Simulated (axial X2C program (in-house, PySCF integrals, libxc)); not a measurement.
# ClHfCl⁻: bond lengths and stretches, held linear

One table from this session's results is given with a row withheld; the runs are named, their logs left out.

Computed with an in-house X2C program for linear molecules on PySCF integrals. Level: all-electron X2C, two-component (2c) or spin-free, Cl dyall-av3z, Hf dyall-v3z.

All values are calculated.

2 further runs of the same task are left out: 2 set aside as unsound or not needed.

Set-up of the first run:

task.json

```json
{"zs": [17, 72, 17], "q": -1, "bas": ["dyall-av3z", "dyall-v3z", "dyall-av3z"], "r0": [2.51, 2.51], "symm": 1, "scan": ["PBE0", "HF", "LDA"], "levels": ["PBE0", "HF", "PBE"], "nst": 2}
```

Keys: zs atomic numbers; q charge; bas basis sets; r0 starting distance in Å; symm equal bonds; scan levels of the two-bond scan (MP2 follows by itself at each HF point); levels methods; nst determinants followed.

Started as:

```bash
$ python solin.py task.json out
```

Masses Cl 34.969, Hf 179.947, Cl 34.969 u.

Among the steps run: Scan at PBE0, 2c; Scan at HF, 2c; Scan at LDA, 2c.

One table of the session follows, with a row left open; its other results are not shown here.

```
          level  r(Cl–Hf) (Å)  r(Hf–Cl) (Å)  lower stretch (cm⁻¹)  upper stretch (cm⁻¹)
       PBE0, 2c         2.395         2.395                 300.2                 313.7
         HF, 2c         2.456         2.456                 288.2                 299.0
        LDA, 2c         2.348         2.348                 310.3                 328.6
        MP2, 2c         2.397         2.397                 307.5                 324.1
PBE0, spin-free             ?             ?                     ?                     ?
  HF, spin-free         2.454         2.454                 290.1                 300.2
 LDA, spin-free         2.346         2.346                 311.9                 329.6
 MP2, spin-free         2.395         2.395                 309.0                 324.2
```

**Question.** Estimate the row for PBE0, spin-free.

The run gave: r(Cl–Hf) (Å): 2.393; r(Hf–Cl) (Å): 2.393; lower stretch (cm⁻¹): 301.6; upper stretch (cm⁻¹): 314.8. In the column «r(Cl–Hf) (Å)» it lies between LDA, 2c (2.348) and PBE0, 2c (2.395).

Scans not shown above were run alike.

Limits of these values: For an anion the highest level of a functional can be positive, and the basis then holds the extra electron. The molecule was held linear; bending was not examined, so a bent shape may lie lower. Note: functional without a current term on a determinant with orbital currents, of the molecule or an atom.
